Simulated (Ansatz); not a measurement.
# Cl2CuO2: the cost of one run

The runs use Ansatz 0.2.0, Gaussian basis; UKS PBE0/def2-TZVP.

### 1 Where the work starts

5 atoms, charge 0, spin multiplicity 2.

Atoms are counted from 1 here; the program's logs count them from 0.

Bond lengths: Cu1–O2 1.771 Å, Cu1–O3 1.771 Å, O2–Cl4 1.653 Å, O3–Cl5 1.653 Å. Angles: O2–Cu1–O3 174.8°, Cu1–O2–Cl4 114.6°, Cu1–O3–Cl5 114.6°.

The start was built by rule and, where that kept it together, relaxed with GFN2-xTB. Sticks and bond lists go by distance. 

### 2 Relaxation

File in.yaml:

```yaml
crystal:
  periodic: [false, false, false]
  atoms:
    - {symbol: Cu, position_ang: [0.001727, 0.003459, 0.383299]}
    - {symbol: O, position_ang: [0.039145, 1.773305, 0.446749]}
    - {symbol: O, position_ang: [-0.034973, -1.764952, 0.479008]}
    - {symbol: Cl, position_ang: [-1.028246, 2.520620, -0.570568]}
    - {symbol: Cl, position_ang: [1.023267, -2.530589, -0.534237]}
basis:
  gaussian: {orbitals: def2-TZVP}
magnetization: {spin_polarized: true, initial_magnetization: 1}
hamiltonian: {xc: pbe0}
relax: {f_tol: 0.004, max_steps: 80}
```

The run is started by

```sh
> ansatz run in.yaml --threads 1 --pin off --events-out ev --progress --plain --max-ram 2176MiB
```

Q: Estimate wall time and peak memory on 1 thread of Intel Xeon 6975P-C, shared host.

About 5.1 min, with a peak of 1 GiB.
